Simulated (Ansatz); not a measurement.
# Ytterbium, diamond under BLYP: from relaxation to bulk modulus

What does BLYP give for ytterbium in the diamond structure? We relax it, solve it on a dense k-mesh, then scale the cell to 7 volumes from 88 to 112 % of the relaxed one and try a fit of the equation of state. Spin polarisation is left out. The k-meshes are 7×7×7 for the relaxation; 10×10×10 for the dense run; 7×7×7 for the volumes.

Method: DFT BLYP, plane waves (420 eV) with PAW, scalar-relativistic; the PAW data stem from PBE, with regenerated cores, in Ansatz 0.2.0.

**1. The starting structure**

Symmetry: Fd-3m, No. 227, cubic system. Conventional cell: a = 7.639 Å, b = 7.639 Å, c = 7.639 Å, α = 90.00°, β = 90.00°, γ = 90.00°. Yb (site symmetry -43m) has 4 Yb at 3.31 Å as nearest neighbours.

Structure file:

```cif
data_structure
_symmetry_space_group_name_H-M 'P 1'
_symmetry_Int_Tables_number 1
_cell_length_a 5.4019
_cell_length_b 5.4019
_cell_length_c 5.4019
_cell_angle_alpha 60.000
_cell_angle_beta 60.000
_cell_angle_gamma 60.000
_cell_volume 111.46
loop_
_atom_site_label
_atom_site_type_symbol
_atom_site_fract_x
_atom_site_fract_y
_atom_site_fract_z
_atom_site_occupancy
Yb1 Yb 0.12500 0.12500 0.12500 1
Yb2 Yb 0.87500 0.87500 0.87500 1
```

**2. Geometry optimisation**

File input.yaml:

```yaml
crystal:
  lattice:
    - [0.0, 3.8197026988, 3.8197026988]
    - [3.8197026988, 0.0, 3.8197026988]
    - [3.8197026988, 3.8197026988, 0.0]
  atoms:
    - { symbol: Yb, position: [0.125, 0.125, 0.125] }
    - { symbol: Yb, position: [0.875, 0.875, 0.875] }
hamiltonian:
  xc: blyp
  pseudopotentials:
    kind: paw
    azcp:
      Yb: "pseudopotentials/Yb.paw.azcp"
basis:
  ecutwfc: 420
  fft_grid_basis: typed
kpoints:
  mp_grid: { grid: [7, 7, 7], shift: [0, 0, 0] }
magnetization:
  spin_polarized: false
scf:
  occupations: { method: fermi_dirac, width: 0.1 }
relax:
  max_steps: 60
  f_tol: 0.01
  cell: {}
```

After this run come: Single point on a dense mesh; Volume × 0.88; Volume × 0.92; Volume × 0.96; Volume × 1.0; Volume × 1.04; Volume × 1.08; Volume × 1.12.

Q: Predict the outcome of this session. Wanted: space group; conventional cell; volume; shortest distance; gap on the mesh; relative to fcc; V₀, B₀, B₀′.

As calculated:

| quantity | value |
| --- | --- |
| space group (spins left aside) | Fd-3m (No. 227) |
| conventional cell | a = 9.242 Å |
| volume | 98.675 Å³/atom |
| shortest distance | 4.002 Å |
| gap on the mesh | none (levels filled in part) |
| relative to fcc | +756 meV/atom |
| V₀, B₀, B₀′ | 102.538 Å³/atom, 2.0 GPa, 3.8 |

In words: The relaxation enlarged the cell by 77.1 % in volume. Against the reference form of ytterbium (fcc, computed apart with the same settings) it stands 756 meV/atom higher. Levels at the Fermi energy are filled in part, as in a metal. The fitted modulus is 2.0 GPa, a soft solid. Relaxation kept the symmetry; phonons were not checked.
